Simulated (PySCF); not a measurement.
# WNI: relaxation and vibrations of the singlet

Aim: relax WNI as a singlet from a PBE0 minimum start, check by its vibrations whether the end is a minimum, and collect its spectrum and constants.

Program: PySCF 2.14.0. Level of theory: PBE0, basis W def2-SVP with ECP60, N def2-SVP, I def2-SVP with ECP28, scalar-relativistic core potentials, no spin–orbit coupling, density fitting. These are calculated values, not measurements.

**1. Starting geometry**

3 atoms, charge 0, spin multiplicity 1.

Bond lengths: W1–N2 1.646 Å, W1–I3 2.571 Å. Angles: N2–W1–I3 103.0°.

```xyz
3
charge 0 multiplicity 1
W     0.0018   -0.4535   -0.8808
N    -0.0035    0.8749   -1.8533
I    -0.0022    0.5609    1.4812
```

**2. The SCF at the typed geometry**

One driver script runs all steps and calls PySCF; scf.py shows how it sets up the SCF of each step. The optimiser is the driver's own. After this first run the driver tries any further starts and a stability analysis.

scf.py reads:

```python
from pyscf import gto, scf, dft
mol = gto.M(atom='''
W      0.001795    -0.453542    -0.880799
N     -0.003463     0.874928    -1.853259
I     -0.002220     0.560876     1.481234''',
    basis={'W': 'def2-SVP', 'N': 'def2-SVP', 'I': 'def2-SVP'},
    ecp={'W': 'def2-SVP', 'I': 'def2-SVP'},
    charge=0, spin=0)
mf = dft.RKS(mol, xc='PBE0')
mf.grids.atom_grid = (50, 194)
aux = {'W': 'def2-universal-JKFIT', 'N': 'def2-universal-JKFIT', 'I': 'def2-universal-JKFIT'}
mf = mf.density_fit(auxbasis=aux)
mf.conv_tol = 1e-08
mf.diis_space = 10
mf.max_cycle = 60
mf.init_guess = 'minao'
mf.verbose = 4
mf.kernel()
```

The run is started by

```
OMP_NUM_THREADS=2 python axn.py task.json out
```

Standard output:

```text
init E= -375.663552525148
  HOMO = -0.782975399252745  LUMO = -0.765034500310268  gap/eV = 0.48820
cycle= 1 E= -417.228314728786  delta_E= -41.6  |g|=  3.2  |ddm|= 11.1
  HOMO = -0.143924213126785  LUMO = -0.0818955462753994  gap/eV = 1.68789
cycle= 2 E= -407.718202498383  delta_E= 9.51  |g|= 5.09  |ddm|=  8.7
  HOMO = 0.0136318945270499  LUMO = 0.0345601555667496  gap/eV = 0.56949
cycle= 3 E= -417.406502581851  delta_E= -9.69  |g|= 2.13  |ddm|= 10.8
  HOMO = -0.310309271783698  LUMO = -0.293289913929319  gap/eV = 0.46312
cycle= 4 E= -418.385454542431  delta_E= -0.979  |g|= 1.83  |ddm|= 9.34
  HOMO = -0.170538372471709  LUMO = -0.143146738545921  gap/eV = 0.74536
cycle= 5 E= -418.980698724977  delta_E= -0.595  |g|= 1.32  |ddm|= 2.62
  HOMO = -0.210638721563763  LUMO = -0.158928811723863  gap/eV = 1.40710
cycle= 6 E= -419.257147843668  delta_E= -0.276  |g|= 0.734  |ddm|= 1.52
  HOMO = -0.216721783795689  LUMO = -0.136976411637452  gap/eV = 2.16998
cycle= 7 E= -419.372392893286  delta_E= -0.115  |g|= 0.0922  |ddm|= 0.559
  HOMO = -0.214200820196963  LUMO = -0.129183784438004  gap/eV = 2.31343
cycle= 8 E= -419.375171459758  delta_E= -0.00278  |g|= 0.0214  |ddm|= 0.13
  HOMO = -0.214079350505184  LUMO = -0.127963988202876  gap/eV = 2.34332
cycle= 9 E= -419.375291499336  delta_E= -0.00012  |g|= 0.00904  |ddm|= 0.0331
  HOMO = -0.213469876908091  LUMO = -0.126882090065365  gap/eV = 2.35617
cycle= 10 E= -419.375323479042  delta_E= -3.2e-05  |g|= 0.00201  |ddm|= 0.0187
  HOMO = -0.213453962678766  LUMO = -0.126693294770605  gap/eV = 2.36088
cycle= 11 E= -419.375326344958  delta_E= -2.87e-06  |g|= 0.00136  |ddm|= 0.00879
  HOMO = -0.213344933880011  LUMO = -0.126483036783515  gap/eV = 2.36363
cycle= 12 E= -419.375328397175  delta_E= -2.05e-06  |g|= 0.000868  |ddm|= 0.00957
  HOMO = -0.213220080423254  LUMO = -0.126233010921704  gap/eV = 2.36704
cycle= 13 E= -419.375329383901  delta_E= -9.87e-07  |g|= 0.000426  |ddm|= 0.00966
  HOMO = -0.213132036896232  LUMO = -0.126180047422891  gap/eV = 2.36608
cycle= 14 E= -419.37532952861  delta_E= -1.45e-07  |g|= 7.26e-05  |ddm|= 0.0044
  HOMO = -0.213123170158372  LUMO = -0.126177576338905  gap/eV = 2.36591
cycle= 15 E= -419.375329532597  delta_E= -3.99e-09  |g|= 1.76e-05  |ddm|= 0.000344
  HOMO = -0.21313058436081  LUMO = -0.126183190834733  gap/eV = 2.36596
Extra cycle  E= -419.37532953223  delta_E= 3.68e-10  |g|= 4.2e-05  |ddm|= 8.68e-05
converged SCF energy = -419.37532953223
```

This step, with its further starts and checks, needed 4 s of wall time on 2 threads of Arm Neoverse N1, shared host.

No lower closed-shell solution turned up in the test of internal stability.

**3. PBE0 minimum start, singlet: relaxation**

The program finds Cs symmetry in the start, which this walk keeps. Threshold on the gradient: 0.0003 Eh/bohr, with a further test on the energy change.

Changes to scf.py since step 2:

```diff
@@ -16 +15,0 @@
-mf.init_guess = 'minao'
```

Steps of the walk:

```
step  energy (Eh)  change (kJ/mol)  largest symmetric gradient (Eh/bohr)
   0  -419.375330             0.00                               0.00001
```

The walk took 2.6 s.

It settles in Cs symmetry, 0.0 kJ/mol below the start, after 0 steps: W–I 2.571 Å, W–N 1.646 Å; I–W–N 103.0°.

**4. Vibrations and properties at this point**

The point is checked on the finer grid, and tightened if its gradient asks for it. The Hessian and the dipole derivatives come from central differences of analytic gradients, with steps of 0.02 bohr.

Changes to scf.py since step 3:

```diff
@@ -10 +10 @@
-mf.grids.atom_grid = (50, 194)
+mf.grids.atom_grid = (75, 302)
@@ -13 +13 @@
-mf.conv_tol = 1e-08
+mf.conv_tol = 1e-10
```

The driver hands on the density of the step before, so the log starts near convergence.

Log of the central SCF (cycles and frontier levels):

```text
init E= -419.375489846685
  HOMO = -0.213129750884878  LUMO = -0.126179307588776  gap/eV = 2.36604
cycle= 1 E= -419.37548984651  delta_E= 1.75e-10  |g|= 3.07e-05  |ddm|= 3.74e-05
  HOMO = -0.213126908858548  LUMO = -0.126177401418216  gap/eV = 2.36602
cycle= 2 E= -419.375489843682  delta_E= 2.83e-09  |g|= 0.000119  |ddm|= 0.000105
  HOMO = -0.213130008606658  LUMO = -0.126179497662687  gap/eV = 2.36604
cycle= 3 E= -419.375489846705  delta_E= -3.02e-09  |g|= 6.82e-06  |ddm|= 8.72e-05
  HOMO = -0.21312933191699  LUMO = -0.1261790403845  gap/eV = 2.36604
cycle= 4 E= -419.375489846721  delta_E= -1.64e-11  |g|= 9.79e-07  |ddm|= 9.75e-06
  HOMO = -0.213129101204162  LUMO = -0.126178891687406  gap/eV = 2.36604
Extra cycle  E= -419.375489846719  delta_E= 2.39e-12  |g|= 2.44e-06  |ddm|= 8.62e-06
converged SCF energy = -419.375489846719
```

The whole step took 46 s.

Geometry: Cs; W–I 2.571 Å, W–N 1.646 Å; I–W–N 103.0°.

Modes, for the most abundant isotopes:

```
symmetry  ω (cm⁻¹)  IR (km/mol)  μ (u)
      a'       199          1.9  24.92
      a'       238         19.4  32.99
      a'      1189         80.8  14.98
```

Every mode is real; the point is a minimum.

Constants and moments:

```
Dipole moment                                                   : 3.62 D
Highest occupied level                                          : -5.80 eV
Lowest empty level                                              : -3.43 eV
Rotational constants                                            : 0.5172, 0.0321, 0.03023 cm⁻¹
Zero-point energy                                               : 9.7 kJ/mol
Principal polarisabilities                                      : 74.1, 82.1, 120.3 bohr³
Atomisation energy without zero-point energy                    : 820 kJ/mol
Principal traceless quadrupole moments about the centre of mass : -9.93, -4.68, 14.61 D Å
Entropy at 298.15 K and 1 bar                                   : 313.1 J/(mol K)
Heat capacity Cp at 298.15 K                                    : 49.3 J/(mol K)
Enthalpy at 298.15 K above 0 K                                  : 12.76 kJ/mol
Rotational symmetry number                                      : 1
```

Charges (e) and bond orders:

```tsv
atom	Mulliken	Löwdin	polar tensor	Mayer order to W1
W1	0.30	-0.27	0.87	–
N2	-0.17	-0.01	-0.52	2.95
I3	-0.13	0.28	-0.35	1.37
```

Mulliken populations on W1 (outside its core potential): s 3.05, p 6.20, d 4.38, f 0.06.

**5. A spin-polarised start**

A stability analysis found the closed shell of the lowest minimum unstable towards spin polarisation, so the unrestricted solution is followed.

The program finds Cs symmetry in the start, which may break. The walk stops when the largest gradient is under 0.0003 Eh/bohr and the energy has settled too.

Changes to scf.py since step 4:

```diff
@@ -9,2 +9,2 @@
-mf = dft.RKS(mol, xc='PBE0')
-mf.grids.atom_grid = (75, 302)
+mf = dft.UKS(mol, xc='PBE0')
+mf.grids.atom_grid = (50, 194)
@@ -13 +13 @@
-mf.conv_tol = 1e-10
+mf.conv_tol = 1e-08
```

Steps of the walk:

```
step  energy (Eh)  change (kJ/mol)  largest gradient (Eh/bohr)
   0  -419.393471             0.00                     0.01140
   1  -419.394026            -1.46                     0.00475
   2  -419.394234            -2.00                     0.00169
   3  -419.394247            -2.04                     0.00109
   4  -419.394250            -2.05                     0.00021
```

The walk took 19 s.

End point (Cs, 4 steps, 2.0 kJ/mol gained): W–I 2.617 Å, W–N 1.649 Å; I–W–N 106.2°.

**6. Is it a minimum? Harmonic modes**

The same treatment as at the point before.

Changes to scf.py since step 5:

```diff
@@ -3,3 +3,3 @@
-W      0.001795    -0.453542    -0.880799
-N     -0.003463     0.874928    -1.853259
-I     -0.002220     0.560876     1.481234''',
+W      0.001742    -0.440073    -0.903787
+N     -0.003384     0.855017    -1.924181
+I     -0.002150     0.543203     1.521533''',
@@ -10 +10 @@
-mf.grids.atom_grid = (50, 194)
+mf.grids.atom_grid = (75, 302)
@@ -13 +13 @@
-mf.conv_tol = 1e-08
+mf.conv_tol = 1e-10
```

Log of the central SCF (cycles and frontier levels):

```text
init E= -419.394377493777
[... the frontier-level lines of each cycle are left out ...]
cycle= 1 E= -419.394377493774  delta_E= 2.73e-12  |g|= 4.58e-06  |ddm|= 1.12e-05
Extra cycle  E= -419.394377493722  delta_E= 5.28e-11  |g|= 1.17e-05  |ddm|= 1.61e-05
converged SCF energy = -419.394377493722  <S^2> = 0.96931202  2S+1 = 2.2084493
```

The whole step needed 93 s of wall time on 2 threads of Arm Neoverse N1, shared host.

Geometry: Cs; W–I 2.617 Å, W–N 1.649 Å; I–W–N 106.2°.

Harmonic modes (main isotopes):

```
ω (cm⁻¹)  IR (km/mol)  μ (u)     type
     181          0.4  21.90     bend
     222         24.8  40.54    mixed
    1177         78.9  14.98  stretch
```

All wavenumbers are real: a minimum.

The SCF density has lower symmetry than the nuclear frame, so the modes carry no labels.

Constants and moments:

```yaml
Dipole_moment: 4.06 D
Highest_occupied_level: -6.43 eV
Lowest_empty_level: -3.29 eV
Rotational_constants: 0.5342, 0.03078, 0.0291 cm⁻¹
Zero-point_energy: 9.4 kJ/mol
Principal_polarisabilities: 65.2, 66.4, 106.7 bohr³
Atomisation_energy_without_zero-point_energy: 870 kJ/mol
Principal_traceless_quadrupole_moments_about_the_centre_of_mass: -10.71, -0.81, 11.52 D Å
Entropy_at_298.15_K_and_1_bar: 314.6 J/(mol K)
Heat_capacity_Cp_at_298.15_K: 49.6 J/(mol K)
Enthalpy_at_298.15_K_above_0_K: 12.90 kJ/mol
Rotational_symmetry_number: 1
Spin_squared_⟨S²⟩: 0.969
```

Populations by atom (charges in e):

| atom | Mulliken | Löwdin | polar tensor | spin (Mulliken) | Mayer order to W1 |
| --- | --- | --- | --- | --- | --- |
| W1 | 0.40 | -0.16 | 0.98 | 0.00 | – |
| N2 | -0.19 | -0.02 | -0.58 | 0.00 | 2.95 |
| I3 | -0.20 | 0.18 | -0.41 | 0.00 | 1.24 |

Outer orbital energies (eV). α occupied: -19.24, -9.90, -9.46, -9.20, -8.96, -8.28, -7.56, -6.43; empty: -3.29, -2.85, -1.39, -0.62. β occupied: -19.24, -9.90, -9.46, -9.20, -8.96, -8.28, -7.56, -6.43; empty: -3.29, -2.85, -1.39, -0.62.

Mulliken populations on W1 (outside its core potential): s 2.83, p 6.23, d 4.49, f 0.06.

**7. All stationary points**

| spin | group | bonds | imaginary modes (cm⁻¹) | ΔE (kJ/mol) | with zero-point energy |
| --- | --- | --- | --- | --- | --- |
| broken-symmetry (Ms = 0) | Cs (density of lower symmetry) | W–I 2.617 Å, W–N 1.649 Å | none | 0.0 | 0.0 |
| singlet | Cs | W–I 2.571 Å, W–N 1.646 Å | none | 49.6 | 49.9 |

**8. Summary of results**

| quantity | value |
| --- | --- |
| minimum | broken-symmetry (Ms = 0), Cs |
| geometry | W–I 2.617 Å, W–N 1.649 Å; I–W–N 106.2° |
| wavenumbers (cm⁻¹) | 181, 222, 1177 |
| dipole moment | 4.06 D |
| highest occupied, lowest empty level (either spin) | -6.43, -3.29 eV |
| polar-tensor charge of W1 | +0.98 e |
| zero-point energy | 9.4 kJ/mol |
| entropy at 298.15 K | 314.6 J/(mol K) |
| atomisation energy (no zero-point energy) | 870 kJ/mol |
| ⟨S²⟩ | 0.969 |

In words: The PBE0 minimum start keeps its Cs symmetry and ends in a minimum. The determinant is spin-contaminated (⟨S²⟩ = 0.97 against 0.00), so it is no pure spin state. The strongest infrared band lies at 1177 cm⁻¹ (stretch). Other starts or spin states, not run here, may lie lower. The SCF density has lower symmetry than the nuclear frame. With an element this heavy the missing spin–orbit coupling can shift these numbers.

The search up to here took 2.8 min.
